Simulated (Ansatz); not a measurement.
# Tl12H: the cost of one run

Method: DFT PBE, plane waves, PAW, scalar-relativistic, no spin polarisation, in Ansatz 0.2.0.

1 further run of the same task is left out (it didn't finish).

### Step 1. The system as given

The cell holds 13 atoms (HTl12): a = 6.920 Å, b = 10.380 Å, c = 5.533 Å, α = 90.00°, β = 90.00°, γ = 120.00°.

Coordinates:

```xyz
13
Lattice="6.9200 0.0000 0.0000 -5.1900 8.9893 0.0000 0.0000 0.0000 5.5325" Properties=species:S:1:pos:R:3 pbc="T T T"
Tl    0.0000    0.0000    0.0000
Tl    0.0000    1.9976    2.7663
Tl   -1.7300    2.9964    0.0000
Tl   -1.7300    4.9941    2.7663
Tl   -3.4600    5.9929    0.0000
Tl   -3.4600    7.9905    2.7663
Tl    3.4600    0.0000    0.0000
Tl    3.4600    1.9976    2.7663
Tl    1.7300    2.9964    0.0000
Tl    1.7300    4.9941    2.7663
Tl    0.0000    5.9929    0.0000
Tl    0.0000    7.9905    2.7663
H    -0.0339    0.0142    2.0746
```

### Step 2. Relaxing the start

Input file input.yaml:

```yaml
accuracy: low
crystal:
  lattice:
    - [6.92, 0.0, 0.0]
    - [-5.19, 8.989344, 0.0]
    - [0.0, 0.0, 5.53254]
  atoms:
    - { symbol: Tl, position: [0.0, 0.0, 0.0] }
    - { symbol: Tl, position: [0.1666667, 0.2222222, 0.5] }
    - { symbol: Tl, position: [0.0, 0.3333333, 0.0] }
    - { symbol: Tl, position: [0.1666667, 0.5555556, 0.5] }
    - { symbol: Tl, position: [0.0, 0.6666667, 0.0] }
    - { symbol: Tl, position: [0.1666667, 0.8888889, 0.5] }
    - { symbol: Tl, position: [0.5, 0.0, 0.0] }
    - { symbol: Tl, position: [0.6666667, 0.2222222, 0.5] }
    - { symbol: Tl, position: [0.5, 0.3333333, 0.0] }
    - { symbol: Tl, position: [0.6666667, 0.5555556, 0.5] }
    - { symbol: Tl, position: [0.5, 0.6666667, 0.0] }
    - { symbol: Tl, position: [0.6666667, 0.8888889, 0.5] }
    - { symbol: H, position: [-0.0037069, 0.0015827, 0.37499] }
basis:
  ecutwfc: 420.0
kpoints:
  mp_grid: { grid: [2, 2, 3] }
hamiltonian:
  xc: pbe
scf:
  occupations: { method: fermi_dirac, width: 0.1 }
  lower_state_search: "off"
relax:
  f_tol: 0.08
  max_steps: 25
  adjacent_minimum: "off"
```

The run is started by

```bash
$ ansatz run input.yaml --threads 2 --pin off --max-ram 5120MiB --backend cpu --events-out ev --progress --plain --runs-dir out
```

What time and memory should one allow on 2 threads of Arm Neoverse V1, shared host?

About 69 s, with a peak of 0.69 GiB.
